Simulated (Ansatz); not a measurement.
# LaH3: how the settings move a relaxation

Aim: see which settings change the result for LaH3, by how much, and at what cost.

Computed with Ansatz 0.2.0 (reference: DFT, LDA, PAW with Ansatz's default frozen-core files, scalar-relativistic; relaxation of cell and atoms, unless a step's input says otherwise).

1 further run of the same task is left out (it didn't finish).

## 1. The starting structure

The structure is cubic, space group Fm-3m (No. 225). Conventional cell: a = 5.573 Å, b = 5.573 Å, c = 5.573 Å, α = 90.00°, β = 90.00°, γ = 90.00°. La (site symmetry m-3m) has 8 H at 2.41 Å as nearest neighbours. H (site symmetry m-3m) is surrounded by 8 H at 2.41 Å. H (site symmetry -43m) has 4 La at 2.41 Å and 4 H at 2.41 Å as nearest neighbours.

As a file:

```cif
data_structure
_symmetry_space_group_name_H-M 'P 1'
_symmetry_Int_Tables_number 1
_cell_length_a 3.9407
_cell_length_b 3.9407
_cell_length_c 3.9407
_cell_angle_alpha 60.000
_cell_angle_beta 60.000
_cell_angle_gamma 60.000
_cell_volume 43.27
loop_
_atom_site_label
_atom_site_type_symbol
_atom_site_fract_x
_atom_site_fract_y
_atom_site_fract_z
_atom_site_occupancy
La1 La 0.00000 0.00000 0.00000 1
H1 H 0.50000 0.50000 0.50000 1
H2 H 0.75000 0.75000 0.75000 1
H3 H 0.25000 0.25000 0.25000 1
```

## 2. The reference run

input.yaml

```yaml
crystal:
  lattice:
    - [0.0, 2.78647945, 2.78647945]
    - [2.78647945, 0.0, 2.78647945]
    - [2.78647945, 2.78647945, 0.0]
  atoms:
    - { symbol: La, position: [0.0, 0.0, 0.0] }
    - { symbol: H, position: [0.5, 0.5, 0.5] }
    - { symbol: H, position: [0.75, 0.75, 0.75] }
    - { symbol: H, position: [0.25, 0.25, 0.25] }
kpoints:
  mp_grid: { grid: [12, 12, 12] }
scf:
  occupations: { method: fermi_dirac, width: 0.05 }
hamiltonian:
  xc: lda
  pseudopotentials: { kind: paw }
relax:
  f_tol: 0.002
  max_steps: 80
  cell: {}
output:
  forces: true
  stress: true
```

Command:

```
$ ansatz run input.yaml --threads 2 --pin off --max-ram 5120MiB --backend cpu --events-out ev --progress --plain --runs-dir out
```

## 3. Variant: starting moments, occupations.method cold, occupations.width 0.025, xc pbesol, spin_polarized true

input.yaml

```yaml
crystal:
  lattice:
    - [0.0, 2.78647945, 2.78647945]
    - [2.78647945, 0.0, 2.78647945]
    - [2.78647945, 2.78647945, 0.0]
  atoms:
    - { symbol: La, position: [0.0, 0.0, 0.0], spin: 0.5 }
    - { symbol: H, position: [0.5, 0.5, 0.5], spin: -2.0 }
    - { symbol: H, position: [0.75, 0.75, 0.75], spin: 2.0 }
    - { symbol: H, position: [0.25, 0.25, 0.25], spin: -1.0 }
kpoints:
  mp_grid: { grid: [12, 12, 12] }
scf:
  occupations: { method: cold, width: 0.025 }
hamiltonian:
  xc: pbesol
  pseudopotentials: { kind: paw }
relax:
  f_tol: 0.002
  max_steps: 80
  cell: {}
output:
  forces: true
  stress: true
magnetization:
  spin_polarized: true
```

## 4. Changed: lower_state_search off, ecutwfc 51.4 Ry

Changes to input.yaml since step 2:

```diff
@@ -14,2 +14,3 @@
   occupations: { method: fermi_dirac, width: 0.05 }
+  lower_state_search: "off"
 hamiltonian:
@@ -24 +25,3 @@
   stress: true
+basis:
+  ecutwfc: "51.4 Ry"
```

What does the calculation give? Wanted: for each run, ending; energy change; pressure; gap; force.

The runs gave:

```tsv
run	ending	energy change	pressure (GPa)	gap (eV)	force (eV/Å)	cycles	time
reference	converged	0	0.0	0.00	0.00	27	14 s
1: starting moments, occupations.method cold, occupations.width 0.025, xc pbesol, spin_polarized true	converged	not comparable	0.0	0.00	0.00	40	51 s
2: lower_state_search off, ecutwfc 51.4 Ry	converged	-1.1 meV/atom	0.0	0.00	0.00	26	23 s
```

**Reading.** «lower_state_search off, ecutwfc 51.4 Ry» moves the energy by -1.1 meV/atom. Of the variants the dearest is «starting moments, occupations.method cold, occupations.width 0.025, xc pbesol, spin_polarized true» (51 s), the cheapest «lower_state_search off, ecutwfc 51.4 Ry» (23 s), on a shared host.
